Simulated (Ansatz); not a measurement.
**CH2Br+ (SMILES [CH2+]Br): one structure at several levels**

Aim: energy, forces and dipole at a structure displaced at random from a GFN2-xTB minimum, from CCSD(T) and from density functionals.

The runs use Ansatz 0.2.0, Gaussian basis; single points in def2-TZVPP.

Correlated methods freeze the cores. Filled d shells of the heavier atoms are correlated.

### 1 The starting structure

SMILES `[CH2+]Br`, 4 atoms, charge 1, spin multiplicity 1.

Atoms are counted from 1 here; the program's logs count them from 0.

Bond lengths: C1–Br2 1.694 Å, C1–H3 1.059 Å, C1–H4 1.086 Å. Angles: Br2–C1–H3 119.3°, Br2–C1–H4 123.2°, H3–C1–H4 117.2°.

As a file:

```
C    -0.11640   -0.05330   -0.09010
Br    1.34340    0.29670    0.69450
H    -0.51510   -1.03270   -0.03100
H    -0.71870    0.69920   -0.58970
```

### 2 CCSD(T)/def2-TZVPP

The input, run/in.yaml:

```yaml
crystal:
  periodic: [false, false, false]
  atoms:
    - {symbol: C, position_ang: [-0.116400, -0.053300, -0.090100]}
    - {symbol: Br, position_ang: [1.343400, 0.296700, 0.694500]}
    - {symbol: H, position_ang: [-0.515100, -1.032700, -0.031000]}
    - {symbol: H, position_ang: [-0.718700, 0.699200, -0.589700]}
basis:
  gaussian: {orbitals: def2-TZVPP}
total_charge: 1
correlation: {method: ccsd_t}
output: {forces: true}
```

The command line of these runs was not kept.

### 3 PBE0-D4/def2-TZVPP

Changes to run/in.yaml since step 2:

```diff
@@ -10,3 +10,3 @@
 total_charge: 1
-correlation: {method: ccsd_t}
-output: {forces: true}
+hamiltonian: {xc: pbe0, dispersion: d4}
+output: {forces: true, orbitals: {seedname: orbitals}}
```

### 4 wB97M-V/def2-TZVPP

Changes to run/in.yaml since step 3:

```diff
@@ -10,3 +10,3 @@
 total_charge: 1
-hamiltonian: {xc: pbe0, dispersion: d4}
-output: {forces: true, orbitals: {seedname: orbitals}}
+hamiltonian: {xc: {name: wB97M-V}}
+output: {forces: true}
```

### 5 r2SCAN-D4/def2-TZVPP

Changes to run/in.yaml since step 4:

```diff
@@ -10,3 +10,3 @@
 total_charge: 1
-hamiltonian: {xc: {name: wB97M-V}}
+hamiltonian: {xc: r2scan, dispersion: d4}
 output: {forces: true}
```

### 6 PBE-D4/def2-TZVPP

Changes to run/in.yaml since step 5:

```diff
@@ -10,3 +10,3 @@
 total_charge: 1
-hamiltonian: {xc: r2scan, dispersion: d4}
+hamiltonian: {xc: pbe, dispersion: d4}
 output: {forces: true}
```

### 7 LC-wPBE/def2-TZVPP

Changes to run/in.yaml since step 6:

```diff
@@ -10,3 +10,3 @@
 total_charge: 1
-hamiltonian: {xc: pbe, dispersion: d4}
+hamiltonian: {xc: {name: LC-wPBE}}
 output: {forces: true}
```

### 8 SPW92/def2-TZVPP

Changes to run/in.yaml since step 7:

```diff
@@ -10,3 +10,3 @@
 total_charge: 1
-hamiltonian: {xc: {name: LC-wPBE}}
+hamiltonian: {xc: lda}
 output: {forces: true}
```

(Steps that only read results are left out.)

Q: Predict the outcome of this session. Wanted: energy less free atoms, CCSD(T)/def2-TZVPP; RMS force component; RMS force error; HOMO and LUMO, PBE0-D4; T1 diagnostic.

**Answer**, as computed:

| quantity | value |
| --- | --- |
| energy less free atoms, CCSD(T)/def2-TZVPP | -306.3 kJ/mol |
| RMS force component | 0.568 to 0.912 eV/Å over the methods |
| RMS force error | PBE0-D4 0.177, wB97M-V 0.159, r2SCAN-D4 0.086, PBE-D4 0.159, LC-wPBE 0.391, SPW92 0.387 eV/Å |
| HOMO and LUMO, PBE0-D4 | -15.77 and -10.88 eV |
| T1 diagnostic | 0.019 |

**Reading.** Against CCSD(T) the functionals' energies less atoms differ by -205.5 to +13.6 kJ/mol, PBE-D4 by -59.7 kJ/mol. The reference is not at the basis limit: in triple zeta CCSD(T) underbinds, which counts against methods that bind more; the gaps are no ranking. On forces the order runs from r2SCAN-D4 to LC-wPBE. Frozen-core CCSD(T) forces in triple zeta carry basis errors of their own, and this is one geometry, so small gaps rank nothing.
